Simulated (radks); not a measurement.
**Mg⁺ in [He] 2s1 2p6 3s1 4f1: an all-electron calculation**

One table from this session's results is given with a row withheld; the runs are named, their logs left out.

Program: radks (a radial shooting solver on a logarithmic mesh, Libxc functionals) version 1. Level of theory: scalar-relativistic Kohn-Sham, LDA (Slater exchange, Perdew-Zunger correlation), spin-polarised, spherical densities, point nucleus; open shells are filled with parallel spins first. These are calculated values, not measurements, unless marked.

### The atom as given

```
element       : magnesium (Z = 12)
charge        : +1
electrons     : 11
configuration : [He] 2s1 2p6 3s1 4f1
```

The outer shells:

Mg⁺
```
[He] core
2s [↑ ]
2p [↑↓][↑↓][↑↓]
3s [↑ ]
4f [↑ ][  ][  ][  ][  ][  ][  ]
```

Set-up of the first run:

Settings of this run:

```text
Z 12
configuration [He] 2s1 2p6 3s1 4f1 3p0 4s0
relativity scalar-relativistic
functional lda,pz
spin polarised
nucleus point
c 137.035999084
```

Command:

```
$ python run_ks.py task.json out
```

The same process makes all the runs of this session.

One table of the session follows, with a row left open; its other results are not shown here.

It belongs to the step «Orbitals and density». Sizes of the orbitals, from the radial functions (bohr):

```
  level     <r>  outermost maximum (interpolated)  90 % within  nodes
  1s up  0.1310                            0.0853        0.234      0
1s down  0.1311                            0.0854        0.234      0
  2s up  0.6773                             0.540         1.07      1
2s down  0.6802                             0.542         1.07      1
  2p up  0.6488                             0.466         1.09      0
2p down  0.6517                             0.466         1.10      0
  3s up   2.292                              2.00         3.41      2
3s down   2.332                              2.00         3.50      2
  3p up   2.627                              2.26         3.97      1
3p down   2.728                              2.29         4.17      1
  4s up   5.657                              5.27         8.13      3
4s down   5.895                              5.45         8.50      3
  4f up       ?                                 ?            ?      ?
4f down   9.453                              8.51         13.7      0
```

Estimate the missing values for 4f up.

**Answer.** <r>: 8.422; outermost maximum (interpolated): 7.65; 90 % within: 12.1; nodes: 0. In the column «<r>» it lies between 4s down (5.895) and 4f down (9.453).
